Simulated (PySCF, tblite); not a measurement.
**C4H10O2Si2: geometry, infrared bands and NMR shifts**

What infrared bands and NMR shifts should C4H10O2Si2 (`O=C([SiH2]O[SiH3])C1CC1`) show?

Computed with tblite 0.8.0 and PySCF 2.14.0, with density-fitted response routines of our own, on a single molecule in the gas phase. Atoms count from 0, in the outputs and in this text.

## Step 1: The starting structure

18 atoms, charge 0, multiplicity 1; geometry from: force field or distance geometry start.

Bonds of the start (Å): O0–C1 1.24, C1–Si2 1.89, Si2–O3 1.65, O3–Si4 1.67, C1–C5 1.49, C5–C6 1.51, C6–C7 1.50, C7–C5 1.51, Si2–H8 1.49, Si2–H9 1.49, Si4–H10 1.48, Si4–H11 1.48, Si4–H12 1.48, C5–H13 1.09, C6–H14 1.09, C6–H15 1.09, C7–H16 1.08, C7–H17 1.10.

## Step 2: Optimising the geometry with GFN2-xTB

The job: settings as JSON, then the geometry in Å.

```
{"job": {"kind": "relax", "xc": "GFN2-xTB", "basis": "xTB"}, "charge": 0, "multiplicity": 1}
O      0.112300     0.785500     1.131500
C     -0.272100     0.472800    -0.000900
Si     0.980400     0.637900    -1.408700
O      2.395500    -0.179400    -1.207900
Si     3.469100    -0.453600     0.040900
C     -1.639900    -0.051000    -0.267700
C     -2.809000     0.478200     0.523100
C     -2.316400    -0.921600     0.760500
H      1.303200     2.067300    -1.664000
H      0.350900     0.147500    -2.670100
H      3.886300     0.841100     0.619200
H      4.659900    -1.146500    -0.509500
H      2.837800    -1.321200     1.065400
H     -1.836700    -0.293700    -1.307700
H     -3.757400     0.616500     0.014200
H     -2.626400     1.206800     1.319700
H     -1.809000    -1.130600     1.693300
H     -2.937600    -1.749600     0.397000
```

Started as:

```bash
> OMP_NUM_THREADS=1 python probes_run.py task.json out
```

One launch serves the whole session: the jobs run in the order shown.

**Question.** This job is followed by: GFN2-xTB harmonic vibrations, gas phase; GIAO PBE0/pcSseg-1 NMR shielding, non-relativistic, gas phase. Predict these results of the whole session: strongest single infrared mode (GFN2-xTB); zero-point energy (GFN2-xTB); ¹³C shifts against TMS (PBE0/pcSseg-1, means over atoms taken as alike); ¹H shifts against TMS (PBE0/pcSseg-1, means over atoms taken as alike); ¹⁷O shifts against H2O (PBE0/pcSseg-1); ²⁹Si shifts against TMS (PBE0/pcSseg-1).

As calculated:

| quantity | value |
| --- | --- |
| strongest single infrared mode (GFN2-xTB) | 2300 cm⁻¹, 508 km/mol |
| zero-point energy (GFN2-xTB) | 78.6 kcal/mol |
| ¹³C shifts against TMS (PBE0/pcSseg-1, means over atoms taken as alike) | 252.5, 28.0, 17.1 ppm |
| ¹H shifts against TMS (PBE0/pcSseg-1, means over atoms taken as alike) | 5.17, 5.17, 2.20, 1.34, 1.02 ppm |
| ¹⁷O shifts against H2O (PBE0/pcSseg-1) | 748.1, -4.8 ppm |
| ²⁹Si shifts against TMS (PBE0/pcSseg-1) | -36.6, -51.6 ppm |

Relaxing lowered the energy by 0.325 eV in 191 steps; the close pair that moved most is Si2–O3, from 1.646 to 1.605 Å. All 48 modes are real, so the xTB geometry is a minimum. The strongest single mode, at 2300 cm⁻¹, moves mainly H12 and H10. Unscaled tight-binding wavenumbers are off by several per cent, some by more. Its intensities can rank the bands wrongly. At PBE0/pcSseg-1: The widest tensor belongs to O0: span 1613 ppm, with a paramagnetic part of -817 ppm.
